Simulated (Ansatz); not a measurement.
# C₂H₃ClGe: up Jacob's ladder to CCSD(T)

The task here is to estimate one member of a computed series from the others.

Program: Ansatz 0.2.0, Gaussian basis. Level of theory: functionals in def2-TZVPP, the program's frozen cores in correlated methods. These are calculated values, not measurements.

Levels to be run: LDA (SPW92), PBE-D4, revPBE-D4, BLYP-D4, r2SCAN-D4, B97M-V, PBE0-D4, B3LYP-D4, r2SCANh-D4, r2SCAN0-D4, HSE06-D4, BHLYP-D4, CAM-B3LYP-D4, LC-ωPBE, ωB97X-V, ωB97M-V, B2PLYP, PBE-QIDH; CCSD(T)/def2-SVP; CCSD(T)/def2-TZVPP; MP2/def2-QZVPP; extrapolation to the limit; RPA on PBE.

## Structure used throughout

An earlier PBE0-D4 in a triple-zeta def2 set relaxation fixed the geometry.

SMILES `[Cl][GeH]1[CH]=[CH]1`, 7 atoms, charge 0, spin multiplicity 1.

Atoms are counted from 1 here; the program's logs count them from 0.

Bond lengths: Cl1–Ge2 2.151 Å, Ge2–C3 1.888 Å, Ge2–C4 1.888 Å, Ge2–H5 1.522 Å, C3–C4 1.333 Å, C3–H6 1.084 Å, C4–H7 1.084 Å. Angles: Cl1–Ge2–C3 119.7°, Cl1–Ge2–C4 119.7°, Cl1–Ge2–H5 108.6°, C3–Ge2–C4 41.3°, C3–Ge2–H5 126.5°, C4–Ge2–H5 126.5°, Ge2–C3–C4 69.3°, Ge2–C3–H6 154.3°, C4–C3–H6 136.3°, Ge2–C4–C3 69.3°, Ge2–C4–H7 154.3°, C3–C4–H7 136.3°.

Set-up of the first run:

File in.yaml:

```yaml
crystal:
  periodic: [false, false, false]
  atoms:
    - {symbol: Cl, position_ang: [-1.893923, -1.842802, -0.492709]}
    - {symbol: Ge, position_ang: [-0.723322, -0.040389, -0.576697]}
    - {symbol: C, position_ang: [0.323577, 0.463757, 0.911677]}
    - {symbol: C, position_ang: [1.086246, -0.075841, -0.038536]}
    - {symbol: H, position_ang: [-1.344323, 0.893221, -1.605284]}
    - {symbol: H, position_ang: [0.476766, 0.854108, 1.911616]}
    - {symbol: H, position_ang: [2.136179, -0.319954, -0.155867]}
basis:
  gaussian: {orbitals: def2-TZVPP}
hamiltonian: {xc: lda}
output: {orbitals: {seedname: orbitals}}
```

The run is started by

```
$ ansatz run in.yaml --threads 2 --pin off --events-out ev --progress --plain --max-ram 4352MiB
```

Steps of the session up to this table: LDA; PBE-D4 (GGA); revPBE-D4 (GGA); BLYP-D4 (GGA); r2SCAN-D4 (meta-GGA); B97M-V (meta-GGA); PBE0-D4 (hybrid); B3LYP-D4 (hybrid); r2SCANh-D4 (hybrid); r2SCAN0-D4 (hybrid); HSE06-D4 (hybrid); BHLYP-D4 (hybrid); CAM-B3LYP-D4 (range-separated); LC-ωPBE (range-separated); ωB97X-V (range-separated); ωB97M-V (range-separated); B2PLYP (double hybrid); PBE-QIDH (double hybrid).

One table of the session follows, with a row left open; its other results are not shown here.

It belongs to the step «Frontier levels by functional». 

| functional | HOMO (eV) | gap (eV) |
| --- | --- | --- |
| LDA (SPW92) | -6.25 | 4.40 |
| PBE-D4 | -6.12 | 4.53 |
| revPBE-D4 | -6.07 | 4.58 |
| BLYP-D4 | -5.98 | 4.55 |
| r2SCAN-D4 | ? | ? |
| B97M-V | -6.39 | 5.18 |
| PBE0-D4 | -7.26 | 6.75 |
| B3LYP-D4 | -7.06 | 6.32 |
| r2SCANh-D4 | -6.78 | 5.83 |
| r2SCAN0-D4 | -7.42 | 7.04 |
| HSE06-D4 | -6.87 | 5.97 |
| BHLYP-D4 | -8.29 | 8.88 |
| CAM-B3LYP-D4 | -8.55 | 9.17 |
| LC-ωPBE | -9.85 | 11.74 |
| ωB97X-V | -9.52 | 11.30 |
| ωB97M-V | -9.37 | 10.95 |

**Question.** Estimate the row for r2SCAN-D4.

Worked estimate for «HOMO (eV)». Against the share of exact exchange, r2SCANh-D4 (0.1, -6.78), r2SCAN0-D4 (0.25, -7.42) give a slope of -4.27 per unit share; at 0 the line stands at -6.35.

**Answer.** HOMO (eV): -6.36; gap (eV): 5.02. In «HOMO (eV)» the line misses by +0.01.
